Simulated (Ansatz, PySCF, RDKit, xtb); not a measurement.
# C4H7BSSi: which of the isomers drawn lies lowest?, part 2 of 2

A sample of isomers of C4H7BSSi is drawn. Aim: find which of them has the lowest free energy at 298.15 K, then its properties. The sample is small against all isomers, and the most stable one of this formula need not be in it.

xtb, Ansatz and PySCF; isolated molecules.

### 11 c398a at CCSD(T)/def2-SVP

input.yaml

```yaml
basis:
  gaussian: {orbitals: def2-SVP}
crystal:
  periodic: [false, false, false]
  atoms:
    - symbol: C
      position_ang: [-0.228960, 1.149937, -0.890496]
    - symbol: C
      position_ang: [-0.411679, -0.006352, -0.195957]
    - symbol: C
      position_ang: [-2.459852, 0.573236, -1.533331]
    - symbol: C
      position_ang: [-1.472046, 1.483866, -1.689705]
    - symbol: B
      position_ang: [-1.875319, -0.498504, -0.542408]
    - symbol: S
      position_ang: [-2.616093, -1.982922, 0.110695]
    - symbol: Si
      position_ang: [1.320126, 2.203264, -0.884740]
    - symbol: H
      position_ang: [1.010910, 3.586696, -0.404123]
    - symbol: H
      position_ang: [2.342545, 1.582547, 0.006639]
    - symbol: H
      position_ang: [1.872234, 2.328391, -2.270445]
    - symbol: H
      position_ang: [0.351076, -0.446087, 0.452906]
    - symbol: H
      position_ang: [-3.814953, -1.884580, -0.510199]
    - symbol: H
      position_ang: [-3.431164, 0.642673, -2.029454]
    - symbol: H
      position_ang: [-1.525225, 2.381518, -2.318861]
magnetization: {spin_polarized: false}
correlation: {method: ccsd_t, frozen_orbitals: {C: 1, H: 0, Si: 5, B: 1, S: 5}}
```

Started as:

```bash
$ ansatz run input.yaml --threads 2 --pin off --max-ram 5220MiB --events-out events.jsonl --progress --plain --runs-dir runs
```

The program printed (excerpt; [...] marks lines left out):

```text
Warning: RAYON_NUM_THREADS=2 ignored (pool sized by the plan → 2); use --threads N
Functional definition: HF
  name "HF"
[...]
1415 factors; integrals over basis functions are off by at most 1.2e-3 eV
[...]
mean field -23574.27130614 eV, -866.3384912855 hartree, gradient 4.2e-6 eV, S^2 0.000000; 0 other end points of the search recorded, 0 dependent functions left out; unrestricted orbitals would lower it
15 core orbitals not correlated: weight in the atoms' cores, before any rotation towards them, 1.000 or more for the frozen orbitals, at most 0.000 for the correlated occupied ones
reference -23574.27130614 eV, -866.3384912855 hartree; 18, 18 occupied and 108, 108 virtual orbitals, 1415 factors
second order -22.46730870 eV of doubles, -0.00000000 eV of singles
cycle   1  -23.51351386 eV  change    -1.0e0 eV  update   1.3e-1
[...]
cycle  12  -24.42047023 eV  change   -1.0e-5 eV  update   1.0e-5
perturbative correction -1.00709325 eV, -0.0370099941 hartree
Total energy: -23599.69886961 eV, -867.2729370078 hartree
```

It took 80 s on 2 threads of AMD EPYC (Zen 3), shared host; peak memory 1 GiB.

For c494a, c398a, c169a the log finds that unrestricted Hartree-Fock orbitals lie lower, a sign to watch the closed-shell reference there.

### 12 The ranking

Energies in kcal/mol from c494a; G adds the thermal terms to the CCSD(T)/def2-SVP + MP2/def2-TZVPP - MP2/def2-SVP energy. The columns left of the relaxed level are at the tight-binding geometries.

| label | SMILES | spin | GFN2-xTB | HF/STO-3G | r2SCAN-D4/def2-SVP | r2SCAN-D4/def2-SVP, relaxed | HF/def2-SVP | MP2/def2-SVP | CCSD(T)/def2-SVP + MP2/def2-TZVPP - MP2/def2-SVP | G | share at equilibrium | T1 |
| --- | --- | --- | --- | --- | --- | --- | --- | --- | --- | --- | --- | --- |
| c494a | [SiH3]C1=CC=CB1S | singlet | 0.0 | 0.0 | 0.0 | 0.0 | 0.0 | 0.0 | 0.0 | 0.0 | 98.0 % | 0.015 |
| c398a | [SiH3]C1=CB(S)C=C1 | singlet | 0.5 | -0.1 | 2.5 | 2.5 | 2.3 | 2.5 | 2.3 | 2.3 | 2.0 % | 0.015 |
| c169a | [SiH3]C1=CC=C(S)B1 | singlet | 17.0 | 29.5 | 33.3 | 32.7 | 32.9 | 34.9 | 32.3 | 30.5 | < 0.1 % | 0.014 |

Lowest found: c494a, `[SiH3]C1=CC=CB1S`, a singlet. Bond lengths: C1–C2 1.362 Å, C2–C3 1.498 Å, C3–C4 1.353 Å, C1–B5 1.591 Å, C4–B5 1.577 Å, B5–S6 1.783 Å, C1–Si7 1.858 Å, Si7–H8 1.496 Å, Si7–H9 1.497 Å, Si7–H10 1.497 Å, C2–H11 1.098 Å, C3–H12 1.097 Å, C4–H13 1.093 Å, S6–H14 1.354 Å. Some angles: C1–C2–C3 113.4°, C2–C1–B5 103.2°, C2–C1–Si7 125.0°, B5–C1–Si7 131.8°, C2–C3–C4 111.9°, C3–C4–B5 104.8°, C1–B5–C4 106.7°, C1–B5–S6 123.8°, C4–B5–S6 129.5°, C1–C2–H11 125.5°.

```xyz
14

C    -0.3482    1.0137   -0.6601
C    -1.3046    1.4020    0.2286
C    -2.6791    0.9297   -0.1341
C    -2.6789    0.2096   -1.2800
B    -1.1715    0.1866   -1.7417
S    -0.4361   -0.5821   -3.1727
Si    1.4596    1.4195   -0.5264
H     1.7070    2.2370    0.7013
H     2.2900    0.1761   -0.4511
H     1.9325    2.1895   -1.7199
H    -1.1294    2.0010    1.1322
H    -3.5538    1.1627    0.4847
H    -3.5757   -0.2291   -1.7245
H    -1.5626   -1.1149   -3.7008
```

### 13 Density, orbitals and dipole (PBE0/def2-SVPD)

input.yaml

```yaml
crystal:
  periodic: [false, false, false]
  atoms:
    - {symbol: C, position_ang: [-0.348245, 1.013726, -0.660082]}
    - {symbol: C, position_ang: [-1.304643, 1.402028, 0.228609]}
    - {symbol: C, position_ang: [-2.679080, 0.929673, -0.134127]}
    - {symbol: C, position_ang: [-2.678867, 0.209560, -1.279999]}
    - {symbol: B, position_ang: [-1.171543, 0.186612, -1.741655]}
    - {symbol: S, position_ang: [-0.436090, -0.582082, -3.172690]}
    - {symbol: Si, position_ang: [1.459608, 1.419485, -0.526427]}
    - {symbol: H, position_ang: [1.706978, 2.236991, 0.701307]}
    - {symbol: H, position_ang: [2.289961, 0.176140, -0.451065]}
    - {symbol: H, position_ang: [1.932503, 2.189531, -1.719943]}
    - {symbol: H, position_ang: [-1.129354, 2.000956, 1.132242]}
    - {symbol: H, position_ang: [-3.553812, 1.162689, 0.484745]}
    - {symbol: H, position_ang: [-3.575725, -0.229051, -1.724450]}
    - {symbol: H, position_ang: [-1.562636, -1.114940, -3.700838]}
basis:
  gaussian:
    orbitals: def2-SVPD
hamiltonian:
  xc: pbe0
total_charge: 0
output: {forces: true, orbitals: {seedname: orbitals}}
```

Started as:

```bash
$ ansatz run input.yaml --threads 2 --pin off --max-ram 5220MiB --events-out events.jsonl --progress --plain --runs-dir runs
```

The program printed (excerpt; [...] marks lines left out):

```text
Warning: RAYON_NUM_THREADS=2 ignored (pool sized by the plan → 2); use --threads N
Functional definition: PBE0
  name "PBE0"
[...]
1803 factors; their error is unknown
[...]
mean field -23628.74642509 eV, -868.3404149824 hartree, gradient 4.1e-5 eV, S^2 0.000000; 0 other end points of the search recorded, 0 dependent functions left out
[...]
reference -23628.74647230 eV, -868.3404167175 hartree; 33, 33 occupied and 174, 174 virtual orbitals, 1803 factors
Total energy: -23628.74647230 eV, -868.3404167175 hartree
Atom 0 at    -0.348245     1.013726    -0.660082 Å, force    -0.314862     0.040218     0.156689 eV/Å
Atom 1 at    -1.304643     1.402028     0.228609 Å, force     0.174898    -0.076117    -0.170846 eV/Å
Atom 2 at    -2.679080     0.929673    -0.134127 Å, force     0.003170    -0.122459    -0.192317 eV/Å
Atom 3 at    -2.678867     0.209560    -1.279999 Å, force    -0.027607     0.137566     0.230518 eV/Å
Atom 4 at    -1.171543     0.186612    -1.741655 Å, force     0.013551     0.050236     0.064292 eV/Å
Atom 5 at    -0.436090    -0.582082    -3.172690 Å, force    -0.077987    -0.013587     0.003026 eV/Å
Atom 6 at     1.459608     1.419485    -0.526427 Å, force     0.075004     0.019921     0.013363 eV/Å
Atom 7 at     1.706978     2.236991     0.701307 Å, force    -0.006624    -0.001407    -0.000840 eV/Å
Atom 8 at     2.289961     0.176140    -0.451065 Å, force    -0.019818     0.005830     0.004641 eV/Å
Atom 9 at     1.932503     2.189531    -1.719943 Å, force    -0.019343    -0.003045     0.010512 eV/Å
Atom 10 at    -1.129354     2.000956     1.132242 Å, force     0.004994    -0.053269    -0.087819 eV/Å
Atom 11 at    -3.553812     1.162689     0.484745 Å, force     0.066276    -0.029249    -0.067874 eV/Å
Atom 12 at    -3.575725    -0.229051    -1.724450 Å, force     0.092297     0.038080     0.035611 eV/Å
Atom 13 at    -1.562636    -1.114940    -3.700838 Å, force     0.036052     0.007282     0.001041 eV/Å
Dipole moment:    -0.412385    -0.055262     0.028987 e Å
```

Run time: 20 s. Hardware: 2 threads of AMD EPYC (Zen 3), shared host; peak memory 0.71 GiB.

### 14 Electronic excitations (TD-PBE0/def2-SVPD)

An in-house driver calls PySCF's response routines at TD-PBE0/def2-SVPD; it has no typed input.

The program printed:

```text
coarse grid: 13024 points
cycle   1  E = -868.1964767990  dE =  7.044e-01  |g| = 3.921e-01  |ddm| = 6.230e+00
cycle   2  E = -868.1583662516  dE =  3.811e-02  |g| = 5.382e-01  |ddm| = 1.871e+00
cycle   3  E = -868.2379304276  dE = -7.956e-02  |g| = 1.125e-01  |ddm| = 1.143e+00
cycle   4  E = -868.2411134078  dE = -3.183e-03  |g| = 3.920e-02  |ddm| = 2.934e-01
cycle   5  E = -868.2414949396  dE = -3.815e-04  |g| = 1.406e-02  |ddm| = 9.958e-02
cycle   6  E = -868.2415549441  dE = -6.000e-05  |g| = 2.211e-03  |ddm| = 2.808e-02
cycle   7  E = -868.2415563601  dE = -1.416e-06  |g| = 7.665e-04  |ddm| = 5.457e-03
final grid: 117320 points
cycle   8  E = -868.3404993061  dE = -1.782e-05  |g| = 7.638e-03  |ddm| = 1.257e-01
cycle   9  E = -868.3404782033  dE =  2.110e-05  |g| = 1.113e-02  |ddm| = 3.368e-02
cycle  10  E = -868.3405169354  dE = -3.873e-05  |g| = 8.438e-04  |ddm| = 2.045e-02
cycle  11  E = -868.3405171245  dE = -1.891e-07  |g| = 2.849e-04  |ddm| = 1.960e-03
cycle  12  E = -868.3405171418  dE = -1.727e-08  |g| = 1.132e-04  |ddm| = 6.309e-04
cycle  13  E = -868.3405171455  dE = -3.706e-09  |g| = 2.750e-05  |ddm| = 3.118e-04
cycle  14  E = -868.3405171457  dE = -1.924e-10  |g| = 1.307e-05  |ddm| = 1.021e-04
converged SCF energy = -868.3405171457

Static polarisability (au): isotropic 109.829, principal 73.984 122.387 133.117

Singlet excitations
state   eV       nm        f      main configurations
  1   2.7608    449.1   0.01599   H->L 0.99
  2   4.2762    289.9   0.00005   H-2->L 0.98
  3   4.8151    257.5   0.20629   H-1->L 0.96
  4   4.8508    255.6   0.00139   H-3->L 0.98
  5   5.3240    232.9   0.00054   H-4->L 0.89, H-7->L 0.09
  6   5.6228    220.5   0.01718   H-5->L 0.96
  7   5.8068    213.5   0.00073   H->L+1 0.98
  8   6.0997    203.3   0.00010   H-7->L 0.88, H-4->L 0.09

Triplet excitations (Tamm-Dancoff, eV): 1.6601 3.5294 3.8777
```

Run time: 38 s. Hardware: 2 threads of AMD EPYC (Zen 3), shared host; peak memory 0.98 GiB.

The roots found:

| excited state | energy (eV) | strength |
| --- | --- | --- |
| 1 | 2.761 | 0.0160 |
| 2 | 4.276 | 0.0001 |
| 3 | 4.815 | 0.2063 |
| 4 | 4.851 | 0.0014 |
| 5 | 5.324 | 0.0005 |
| 6 | 5.623 | 0.0172 |
| 7 | 5.807 | 0.0007 |
| 8 | 6.100 | 0.0001 |

### 15 NMR shieldings (GIAO PBE0/pcSseg-1)

An in-house driver calls PySCF's response routines at GIAO PBE0/pcSseg-1; it has no typed input.

The program printed:

```text
coarse grid: 13024 points
cycle   1  E = -868.5305453076  dE =  7.557e-01  |g| = 4.016e-01  |ddm| = 3.498e+00
cycle   2  E = -868.4991148229  dE =  3.143e-02  |g| = 5.279e-01  |ddm| = 9.408e-01
cycle   3  E = -868.5725211247  dE = -7.341e-02  |g| = 1.178e-01  |ddm| = 6.061e-01
cycle   4  E = -868.5759738309  dE = -3.453e-03  |g| = 3.724e-02  |ddm| = 1.334e-01
cycle   5  E = -868.5762997317  dE = -3.259e-04  |g| = 1.408e-02  |ddm| = 4.634e-02
cycle   6  E = -868.5763571052  dE = -5.737e-05  |g| = 2.566e-03  |ddm| = 1.789e-02
cycle   7  E = -868.5763585724  dE = -1.467e-06  |g| = 9.130e-04  |ddm| = 3.051e-03
final grid: 117320 points
cycle   8  E = -868.6182641659  dE = -1.925e-05  |g| = 7.922e-03  |ddm| = 2.999e-02
cycle   9  E = -868.6182440950  dE =  2.007e-05  |g| = 1.133e-02  |ddm| = 2.016e-02
cycle  10  E = -868.6182815822  dE = -3.749e-05  |g| = 8.857e-04  |ddm| = 1.297e-02
cycle  11  E = -868.6182817735  dE = -1.914e-07  |g| = 3.412e-04  |ddm| = 1.006e-03
cycle  12  E = -868.6182817993  dE = -2.578e-08  |g| = 1.115e-04  |ddm| = 3.429e-04
cycle  13  E = -868.6182818027  dE = -3.411e-09  |g| = 2.952e-05  |ddm| = 1.342e-04
cycle  14  E = -868.6182818029  dE = -1.942e-10  |g| = 1.483e-05  |ddm| = 4.473e-05
converged SCF energy = -868.6182818029

GIAO shielding tensors (ppm)
atom      isotropic    diamagn.    paramagn.     s11        s22        s33       span
  0 C       48.966     260.463    -211.498    -63.992     31.960    178.929    242.921
  1 C        7.331     253.805    -246.474   -119.147     28.830    112.309    231.457
  2 C       19.424     255.935    -236.511   -104.396     36.699    125.968    230.364
  3 C       45.269     261.811    -216.541    -71.687     57.007    150.488    222.176
  4 B       34.598     190.548    -155.950    -16.506     27.705     92.594    109.100
  5 S      487.270    1056.848    -569.578    266.667    569.317    625.826    359.158
  6 Si     427.000     880.515    -453.515    388.056    422.709    470.236     82.181
  7 H       27.150      29.273      -2.123     24.051     25.847     31.551      7.500
  8 H       26.933      29.337      -2.404     23.839     25.715     31.244      7.404
  9 H       26.932      28.205      -1.272     23.836     25.719     31.241      7.405
 10 H       24.116      32.520      -8.404     20.219     24.395     27.734      7.515
 11 H       24.425      29.912      -5.487     21.480     24.952     26.843      5.363
 12 H       25.411      30.139      -4.728     22.414     26.076     27.742      5.328
 13 H       27.414      27.624      -0.210     21.942     24.855     35.444     13.502
```

It took 25 s on 2 threads of AMD EPYC (Zen 3), shared host; peak memory 1 GiB.

Isotropic shieldings, averaged over atoms that the bond graph makes equivalent (absolute, not shifts):

```csv
atoms,shielding (ppm)
C1,49.0
C2,7.3
C3,19.4
C4,45.3
B5,34.6
S6,487.3
Si7,427.0
"H8, H9, H10",27.00
H11,24.12
H12,24.42
H13,25.41
H14,27.41
```

### 16 The cation at the same geometry (PBE0/def2-SVPD)

input.yaml: that of step 13 with these lines changed.

```diff
@@ -18,7 +18,5 @@
 basis:
-  gaussian:
-    orbitals: def2-SVPD
-hamiltonian:
-  xc: pbe0
-total_charge: 0
-output: {forces: true, orbitals: {seedname: orbitals}}
+  gaussian: {orbitals: def2-SVPD}
+total_charge: 1
+magnetization: {spin_polarized: true, initial_magnetization: 1}
+hamiltonian: {xc: pbe0}
```

Started as:

```bash
$ ansatz run input.yaml --threads 2 --pin off --max-ram 5220MiB --events-out events.jsonl --progress --plain --runs-dir runs
```

The program printed:

```text
Warning: RAYON_NUM_THREADS=2 ignored (pool sized by the plan → 2); use --threads N
[... 2 set-up lines as earlier in the session ...]
  parameter a = 0.25
  parameter kappa = 0.804
  parameter beta = 0.06672455060314922
  exchange = (1 - a)*pbe_x(kappa = kappa, mu = beta*pi^2/3) + a*exact_x
  correlation = pbe_c(beta = beta)
1803 factors; their error is unknown
mean field evaluation 1: about -23601.8650 eV, gradient 5.3e1 eV
mean field evaluation 2: about -23485.0058 eV, gradient 1.4e2 eV
mean field evaluation 4: about -23617.8734 eV, gradient 1.9e1 eV
mean field evaluation 8: about -23620.1274 eV, gradient 5.6e-1 eV
mean field evaluation 16: about -23620.2428 eV, gradient 4.8e-3 eV
mean field -23620.24282522 eV, -868.0279134511 hartree, gradient 4.0e-5 eV, S^2 0.761238; 0 other end points of the search recorded, 0 dependent functions left out
reference -23620.24287487 eV, -868.0279152757 hartree; 33, 32 occupied and 174, 175 virtual orbitals, 1803 factors
Total energy: -23620.24287487 eV, -868.0279152757 hartree
```

Wall time 33 s (2 threads of AMD EPYC (Zen 3), shared host); peak memory 0.92 GiB.

Difference from the parent: 8.50 eV.

### 17 The anion at the same geometry (PBE0/def2-SVPD)

input.yaml: that of step 16 with these lines changed.

```diff
@@ -19,4 +19,5 @@
   gaussian: {orbitals: def2-SVPD}
-total_charge: 1
+total_charge: -1
 magnetization: {spin_polarized: true, initial_magnetization: 1}
-hamiltonian: {xc: pbe0}
+hamiltonian: {xc: {name: PBE0}}
+scf: {lower_state_search: "off"}
```

Started as:

```bash
$ ansatz run input.yaml --threads 2 --pin off --max-ram 5220MiB --events-out events.jsonl --progress --plain --runs-dir runs
```

The program printed (excerpt; [...] marks lines left out):

```text
Warning: RAYON_NUM_THREADS=2 ignored (pool sized by the plan → 2); use --threads N
[... 2 set-up lines as earlier in the session ...]
[...]
1803 factors; their error is unknown
[...]
mean field -23629.96219482 eV, -868.3850936959 hartree, gradient 8.5e-6 eV, S^2 0.754260; 0 other end points of the search recorded, 0 dependent functions left out
reference -23629.96224203 eV, -868.3850954307 hartree; 34, 33 occupied and 173, 174 virtual orbitals, 1803 factors
Total energy: -23629.96224203 eV, -868.3850954307 hartree
Checks for a lower state left out: stability, starts, cluster_reference, orbital_swaps, neighbouring_geometries, increment
```

Wall time 22 s (2 threads of AMD EPYC (Zen 3), shared host); peak memory 0.79 GiB.

Parent less the species with the added electron: 1.22 eV.

### 18 The triplet at the same geometry (PBE0/def2-SVPD)

input.yaml: that of step 17 with these lines changed.

```diff
@@ -18,6 +18,8 @@
 basis:
-  gaussian: {orbitals: def2-SVPD}
-total_charge: -1
-magnetization: {spin_polarized: true, initial_magnetization: 1}
-hamiltonian: {xc: {name: PBE0}}
-scf: {lower_state_search: "off"}
+  gaussian:
+    orbitals: def2-SVPD
+magnetization:
+  spin_polarized: true
+  initial_magnetization: 2
+hamiltonian:
+  xc: {name: PBE0}
```

Started as:

```bash
$ ansatz run input.yaml --threads 2 --pin off --max-ram 5220MiB --events-out events.jsonl --progress --plain --runs-dir runs
```

The program printed (excerpt; [...] marks lines left out):

```text
Warning: RAYON_NUM_THREADS=2 ignored (pool sized by the plan → 2); use --threads N
[... 7 set-up lines as earlier in the session ...]
1803 factors; their error is unknown
mean field evaluation 1: about -23612.7365 eV, gradient 4.5e1 eV
mean field evaluation 2: about -23501.4501 eV, gradient 1.3e2 eV
mean field evaluation 4: about -23625.9789 eV, gradient 1.2e1 eV
mean field evaluation 8: about -23626.8732 eV, gradient 3.7e-1 eV
mean field evaluation 16: about -23626.9909 eV, gradient 8.0e-3 eV
mean field -23626.99095268 eV, -868.2759025614 hartree, gradient 6.2e-5 eV, S^2 2.006942; 2 other end points of the search recorded, 0 dependent functions left out
reference -23626.99100021 eV, -868.2759043079 hartree; 34, 32 occupied and 173, 175 virtual orbitals, 1803 factors
Total energy: -23626.99100021 eV, -868.2759043079 hartree
```

Wall time 38 s (2 threads of AMD EPYC (Zen 3), shared host); peak memory 0.9 GiB.

It lies 1.76 eV above the singlet.

### 19 Results

The summary covers parts 1 to 2.

```
                                           quantity                                                                  value
                             lowest structure found                                              [SiH3]C1=CC=CB1S, singlet
                                      next finalist                  [SiH3]C1=CB(S)C=C1, singlet, 2.3 kcal/mol higher in G
          share at equilibrium, among the finalists                                                                 98.0 %
                                             funnel  6 starts, 6 minima at GFN2-xTB, 9 screening runs, 3 relaxed, 3 ranked
                               CPU time of all runs                                                                 29 min
                     dipole moment (PBE0/def2-SVPD)                                                                 2.00 D
                       HOMO energy (PBE0/def2-SVPD)                                                               -6.79 eV
                       LUMO energy (PBE0/def2-SVPD)                                                               -2.86 eV
                     HOMO–LUMO gap (PBE0/def2-SVPD)                                                                3.93 eV
              lowest excitation (TD-PBE0/def2-SVPD)                                                    2.76 eV (f = 0.016)
       strongest of the states computed, same level                                                    4.82 eV (f = 0.206)
lowest triplet excitation, same level, Tamm-Dancoff                                                                1.66 eV
                         vertical ionisation energy                                                                8.50 eV
                         vertical electron affinity                                                                1.22 eV
                      vertical triplet less singlet                                                               +1.76 eV
```

**Reading.** The search ends on `[SiH3]C1=CC=CB1S`. The margin, 2.3 kcal/mol, is modest. GFN2-xTB, r2SCAN-D4/def2-SVP, r2SCAN-D4/def2-SVP, relaxed, HF/def2-SVP and MP2/def2-SVP already put its bonding pattern lowest among the structures in one piece; HF/STO-3G favours the singlet [SiH3]C1=CB(S)C=C1. The largest share of the time went into the final energies (41 %). The search is not exhaustive (a finite list of starts, one conformer a finalist), so a lower isomer can't be ruled out. Only 6 drawn patterns were tried, so whole families of isomers are missing, and the result ranks this sample alone. The lowest isomer need not be the one that is made and kept in a bottle, which depends on barriers.
